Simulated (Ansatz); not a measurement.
# Mo: a surface, (100), 5 layers

What do the surfaces of Mo (100), 5 layers cost, and how tightly do they hold an electron? Methods of the runs shown: PAW. Its runs: bulk cell relaxed (PAW); bulk in the slab's orientation (PAW); the reference run (PAW); atoms relaxed (PAW); no images along the normal (PAW); core holes in 3d of Mo (PAW).

Computed with Ansatz 0.2.0 (DFT, PBEsol, PAW with Ansatz's default frozen-core files, scalar-relativistic, unless a step's input says otherwise).

## Step 1: Starting point

It takes space group Im-3m (No. 229, cubic). The conventional cell has a = 3.147 Å, b = 3.147 Å, c = 3.147 Å, α = 90.00°, β = 90.00°, γ = 90.00°. Mo (site symmetry m-3m) has 8 Mo at 2.73 Å as nearest neighbours.

As a file:

```cif
data_structure
_symmetry_space_group_name_H-M 'P 1'
_symmetry_Int_Tables_number 1
_cell_length_a 2.7252
_cell_length_b 2.7252
_cell_length_c 2.7252
_cell_angle_alpha 109.471
_cell_angle_beta 109.471
_cell_angle_gamma 109.471
_cell_volume 15.58
loop_
_atom_site_label
_atom_site_type_symbol
_atom_site_fract_x
_atom_site_fract_y
_atom_site_fract_z
_atom_site_occupancy
Mo1 Mo 0.00000 0.00000 0.00000 1
```

## Step 2: Bulk cell relaxed, PAW

input.yaml reads:

```yaml
crystal:
  lattice:
    - [-1.5733879534, 1.5733879534, 1.5733879534]
    - [1.5733879534, -1.5733879534, 1.5733879534]
    - [1.5733879534, 1.5733879534, -1.5733879534]
  atoms:
    - { symbol: Mo, position: [0.0, 0.0, 0.0] }
kpoints:
  mp_grid: { grid: [19, 19, 19] }
scf:
  occupations: { method: fermi_dirac, width: 0.1 }
hamiltonian:
  xc: pbesol
  pseudopotentials: { kind: paw }
output:
  forces: true
  stress: true
relax:
  f_tol: 0.005
  max_steps: 40
  cell: {}
```

Run with:

```sh
$ ansatz run input.yaml --threads 2 --pin off --max-ram 4096MiB --backend cpu --events-out ev --progress --plain --runs-dir out
```

After this run come: Bulk in the slab's orientation, PAW; Slab as cut, PAW; Atoms relaxed, PAW; No images along the normal, PAW; Core holes in 3d of Mo, PAW.

Q: Predict the outcome of this session. Wanted: surface energy; work function; outer layer spacing; core-level shifts among the layers.

As calculated:

| quantity | value |
| --- | --- |
| surface energy (PAW, relaxed) | 3.64 J/m² |
| work function (PAW, relaxed) | 4.04 eV |
| outer layer spacing (PAW) | 1.56 → 1.39 Å |
| core-level shifts among the layers (PAW holes) | Mo1 +0.00, Mo2 +0.46, Mo3 +0.53 eV |

By PAW the surface costs 3.85 J/m² as cut and 3.64 J/m² relaxed. The outermost spacing changes by -11.1 % (PAW). Thickness wasn't converged, and no reconstruction was sought.
